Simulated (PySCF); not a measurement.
**CaO: bond curves at several levels of theory**

The task here is to estimate one member of a computed series from the others.

Computed with PySCF 2.14.0. Level: Ca def2-SVP, O def2-SVP, no relativity.

Set-up of the first run:

The job is set up so:

```yaml
atoms: Ca, O
charge: 0
basis: Ca def2-SVP, O def2-SVP
Hamiltonian: no relativity
basis_functions: 38
electrons_treated: 28
masses_in_u: 39.9626, 15.9949
levels: PBE0, PBE, r²SCAN, TPSSh, r²SCANh, M06-2X, HF, MP2, SCS-MP2, CCSD, CCSD(T)
grid: 80 radial by 434 angular points
occupations: held fixed by the projection of orbital angular momentum
dissociation_limit: Ca + O, each in its ground configuration
starting_distance_in_angstrom: 2.190
values_of_2S_to_try: 0, 2
```

Launch:

```console
$ OMP_NUM_THREADS=1 python dia.py task.json out
```

Among the steps run: Set-up; PBE0 along the bond; Excited determinants; PBE (GGA); r²SCAN (meta-GGA); TPSSh (hybrid meta-GGA); r²SCANh (hybrid meta-GGA); M06-2X (hybrid meta-GGA); RHF (mean field); Correlated methods on the Hartree–Fock reference.

One table of the session follows, with a row left open; its other results are not shown here.

```
      level  Re (Å)  ωe (cm⁻¹)  De (eV)
        RHF   1.823        859    0.164
    RHF-MP2   1.869        697     3.40
RHF-SCS-MP2   1.867        711     3.06
   RHF-CCSD   1.867        728     2.47
        PBE   1.823        774     5.06
     r²SCAN   1.815        805     4.75
      TPSSh   1.818        806     4.41
    r²SCANh       ?          ?        ?
       PBE0   1.803        822     4.11
     M06-2X   1.806        825     3.45
```

**Question.** Estimate the row for r²SCANh.

As computed: Re (Å): 1.809; ωe (cm⁻¹): 819; De (eV): 4.40. In the column «Re (Å)» it lies between M06-2X (1.806) and r²SCAN (1.815).

De is counted to Ca + O in their ground configurations. No constants: RHF-CCSD(T) (no minimum is bracketed among the points kept).
